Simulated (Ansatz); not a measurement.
# C2H5ClF2Si: a ladder of functionals and wavefunction methods

An exercise on one series of results from a longer session: the logs are not shown, and one member is left open.

Program: Ansatz 0.2.0, Gaussian basis. Level of theory: functionals in def2-TZVPP, the program's frozen cores in correlated methods. These are calculated values, not measurements.

Levels to be run: LDA (SPW92), PBE-D4, revPBE-D4, BLYP-D4, r2SCAN-D4, B97M-V, PBE0-D4, B3LYP-D4, r2SCANh-D4, r2SCAN0-D4, HSE06-D4, BHLYP-D4, CAM-B3LYP-D4, LC-ωPBE, ωB97X-V, ωB97M-V, B2PLYP, PBE-QIDH; CCSD(T)/def2-SVP; CCSD(T)/def2-TZVPP; MP2/def2-QZVPP; extrapolation to the limit; RPA on PBE.

### The geometry

The geometry comes from an earlier relaxation with PBE0-D4 in a triple-zeta def2 set; it is a stationary point, not always the lowest conformer.

SMILES `FC[SiH](F)CCl`, 11 atoms, charge 0, spin multiplicity 1.

Atoms are counted from 1 here; the program's logs count them from 0.

Bond lengths: F1–C2 1.392 Å, C2–Si3 1.881 Å, C2–H7 1.095 Å, C2–H8 1.095 Å, Si3–F4 1.601 Å, Si3–C5 1.870 Å, Si3–H9 1.481 Å, C5–Cl6 1.788 Å, C5–H10 1.090 Å, C5–H11 1.090 Å. Angles: F1–C2–Si3 109.8°, F1–C2–H7 108.3°, F1–C2–H8 108.4°, Si3–C2–H7 111.4°, Si3–C2–H8 110.9°, H7–C2–H8 107.9°, C2–Si3–F4 109.0°, C2–Si3–C5 109.9°, C2–Si3–H9 110.3°, F4–Si3–C5 108.2°, F4–Si3–H9 108.5°, C5–Si3–H9 110.9°, Si3–C5–Cl6 106.1°, Si3–C5–H10 112.3°, Si3–C5–H11 113.2°, Cl6–C5–H10 107.9°, Cl6–C5–H11 108.0°, H10–C5–H11 109.1°.

Set-up of the first run:

Input file in.yaml:

```yaml
crystal:
  periodic: [false, false, false]
  atoms:
    - {symbol: F, position_ang: [-1.219183, -1.252318, 1.286307]}
    - {symbol: C, position_ang: [-1.443625, -0.580656, 0.087461]}
    - {symbol: Si, position_ang: [-0.145948, 0.761360, -0.143932]}
    - {symbol: F, position_ang: [-0.370702, 1.899476, 0.959531]}
    - {symbol: C, position_ang: [1.562989, 0.041212, 0.097335]}
    - {symbol: Cl, position_ang: [1.810109, -1.111467, -1.247059]}
    - {symbol: H, position_ang: [-2.454405, -0.159238, 0.113460]}
    - {symbol: H, position_ang: [-1.402854, -1.308694, -0.729397]}
    - {symbol: H, position_ang: [-0.276726, 1.376158, -1.485395]}
    - {symbol: H, position_ang: [1.651126, -0.511337, 1.032690]}
    - {symbol: H, position_ang: [2.354617, 0.788503, 0.049598]}
basis:
  gaussian: {orbitals: def2-TZVPP}
hamiltonian: {xc: lda}
output: {orbitals: {seedname: orbitals}}
```

Run with:

```
ansatz run in.yaml --threads 4 --pin off --events-out ev --progress --plain --max-ram 10444MiB
```

Steps of the session up to this table: LDA; PBE-D4 (GGA); revPBE-D4 (GGA); BLYP-D4 (GGA); r2SCAN-D4 (meta-GGA); B97M-V (meta-GGA); B3LYP-D4 (hybrid); r2SCANh-D4 (hybrid); r2SCAN0-D4 (hybrid); HSE06-D4 (hybrid); BHLYP-D4 (hybrid); CAM-B3LYP-D4 (range-separated); LC-ωPBE (range-separated); ωB97X-V (range-separated); ωB97M-V (range-separated); B2PLYP (double hybrid); PBE-QIDH (double hybrid).

One of the session's tables, all rows but one given; the rest of the session is left out.

It belongs to the step «Frontier levels by functional». 

| functional | HOMO (eV) | gap (eV) |
| --- | --- | --- |
| LDA (SPW92) | -7.13 | 5.73 |
| PBE-D4 | -6.98 | 5.85 |
| revPBE-D4 | -6.92 | 5.90 |
| BLYP-D4 | -6.86 | 5.85 |
| r2SCAN-D4 | -7.29 | 6.48 |
| B97M-V | -7.41 | 6.55 |
| PBE0-D4 | -8.38 | 8.27 |
| B3LYP-D4 | -8.15 | 7.77 |
| r2SCANh-D4 | -7.81 | 7.37 |
| r2SCAN0-D4 | -8.59 | 8.67 |
| HSE06-D4 | -7.98 | 7.48 |
| BHLYP-D4 | -9.68 | 10.54 |
| CAM-B3LYP-D4 | -9.79 | 10.72 |
| LC-ωPBE | -11.16 | 13.37 |
| ωB97X-V | ? | ? |
| ωB97M-V | -10.64 | 12.40 |

**Question.** Estimate the row for ωB97X-V.

As computed: HOMO (eV): -10.80; gap (eV): 12.84. In the column «HOMO (eV)» it lies between LC-ωPBE (-11.16) and ωB97M-V (-10.64).
